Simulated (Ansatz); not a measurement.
# AlGeH5Te: the cost of one run

Program: Ansatz 0.2.0. Level of theory: RKS r2SCANh-D4/def2-SVP. These are calculated values, not measurements.

### 1 The starting structure

Bond lengths: Ge1–Al2 2.375 Å, Al2–Te3 2.608 Å, Ge1–H4 1.496 Å, Ge1–H5 1.601 Å, Ge1–H6 1.570 Å, Al2–H7 1.626 Å, Te3–H8 1.755 Å. Angles: Ge1–Al2–Te3 119.2°, Ge1–Al2–H7 120.4°, Te3–Al2–H7 120.4°, Al2–Ge1–H4 110.6°, Al2–Ge1–H5 110.5°, Al2–Ge1–H6 112.4°, H4–Ge1–H5 107.4°, H4–Ge1–H6 108.8°, H5–Ge1–H6 107.0°, Al2–Te3–H8 88.9°.

Structure file:

```xyz
8

Ge   -0.8991    1.1382   -0.0806
Al    0.9679   -0.2995   -0.3783
Te    0.6115   -2.8812   -0.2944
H    -2.1493    0.3409    0.1214
H    -1.1162    2.0505   -1.3785
H    -0.7177    2.1112    1.1382
H     2.4531    0.3199   -0.6124
H     0.9420   -2.8371    1.4289
```

### 2 Relaxing the start

File input.yaml:

```yaml
crystal:
  periodic: [false, false, false]
  atoms:
    - { symbol: Ge, position_ang: [-0.8991, 1.1382, -0.0806] }
    - { symbol: Al, position_ang: [0.9679, -0.2995, -0.3783] }
    - { symbol: Te, position_ang: [0.6115, -2.8812, -0.2944] }
    - { symbol: H, position_ang: [-2.1493, 0.3409, 0.1214] }
    - { symbol: H, position_ang: [-1.1162, 2.0505, -1.3785] }
    - { symbol: H, position_ang: [-0.7177, 2.1112, 1.1382] }
    - { symbol: H, position_ang: [2.4531, 0.3199, -0.6124] }
    - { symbol: H, position_ang: [0.942, -2.8371, 1.4289] }
basis:
  gaussian: { orbitals: def2-SVP }
hamiltonian:
  xc: r2scanh
  dispersion: d4
relax:
  f_tol: 0.02
  max_steps: 40
```

Command:

```sh
$ ansatz run input.yaml --threads 2 --pin off --max-ram 3072MiB --backend cpu --events-out ev --progress --plain --runs-dir out
```

What time and memory should one allow on 2 threads of Arm Neoverse N1, shared host?

About 2.3 min, with a peak of 0.27 GiB.
